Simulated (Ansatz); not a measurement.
# VTeSe: one candidate of a structure search

Where does this trial cell of VTeSe go when cell and atoms are let free?

Program: Ansatz 0.2.0. Level of theory: DFT PBE, scalar-relativistic, plane waves, PAW. These are calculated values, not measurements.

### Step 1. The structure to begin with

The structure is hexagonal, space group P-6m2 (No. 187). The conventional cell has a = 4.487 Å, b = 4.487 Å, c = 5.443 Å, α = 90.00°, β = 90.00°, γ = 120.00°. Around V (site symmetry -6m2) lie 3 Te at 2.59 Å. Te (site symmetry -6m2) has 3 V at 2.59 Å as nearest neighbours. Se (site symmetry -6m2) is surrounded by 6 V at 3.76 Å and 6 Te at 3.76 Å.

As a file:

```cif
data_structure
_symmetry_space_group_name_H-M 'P-6m2'
_symmetry_Int_Tables_number 187
_cell_length_a 4.4870
_cell_length_b 4.4870
_cell_length_c 5.4435
_cell_angle_alpha 90.000
_cell_angle_beta 90.000
_cell_angle_gamma 120.000
_cell_volume 94.91
loop_
_atom_site_label
_atom_site_type_symbol
_atom_site_symmetry_multiplicity
_atom_site_Wyckoff_symbol
_atom_site_fract_x
_atom_site_fract_y
_atom_site_fract_z
_atom_site_occupancy
V1 V 1 b 0.00000 0.00000 0.50000 1
Te1 Te 1 d 0.33333 0.66667 0.50000 1
Se1 Se 1 e 0.66667 0.33333 0.00000 1
```

Recipe of the guess: species swapped into a database cell of BaAlSi (P-6m2, No. 187), with Se on the Ba sites, Te on the Al sites and V on the Si sites. Its size is a rough estimate.

### Step 2. Probe: one point on a coarse mesh

input.yaml

```yaml
crystal:
  lattice:
    - [4.48699458, 0.0, 0.0]
    - [-2.24349729, 3.88585129, 0.0]
    - [0.0, 0.0, 5.44347298]
  atoms:
    - { symbol: V, position: [0.33333333, 0.66666667, 0.5], spin: 2.0 }
    - { symbol: Te, position: [0.66666667, 0.33333333, 0.5] }
    - { symbol: Se, position: [0.0, 0.0, 0.0] }
basis:
  ecutwfc: 420
kpoints:
  mp_grid: { grid: [6, 6, 4] }
hamiltonian:
  xc: pbe
scf:
  occupations: { method: gaussian, width: 0.1 }
  lower_state_search: "off"
output:
  forces: true
  stress: true
  eigenvalues: true
  populations: true
magnetization:
  spin_polarized: true
```

The run is started by

```bash
$ ansatz run input.yaml --threads 1 --pin off --max-ram 2560MiB --backend cpu --events-out ev --progress --plain --runs-dir out
```

Further runs follow: final relaxation; relaxing again on a mesh for the new cell.

What does the calculation give? Wanted: conventional cell; volume; energy over the elements; gap on the mesh; total moment.

**Answer**, as computed:

| quantity | value |
| --- | --- |
| symmetry at the end (tolerance 0.05 Å) | space group P-6m2 (No. 187) |
| conventional cell | a = 4.605 Å, b = 4.605 Å, c = 3.562 Å, α = 90.00°, β = 90.00°, γ = 120.00° |
| volume | 21.81 Å³/atom |
| energy over the elements | +0.27 eV/atom |
| gap on the mesh | none (metal) |
| total moment | 1.51 μB/cell |

What this shows: The space group P-6m2 (No. 187) is kept, and the volume per atom shrinks by 31.1 % from the first guess. The formation energy is positive, so the separate elements lie lower. No finished test with a distortion of lower symmetry is shown, so the end may be a saddle point. The runs treat Te without spin-orbit coupling. Other magnetic orders were not searched.
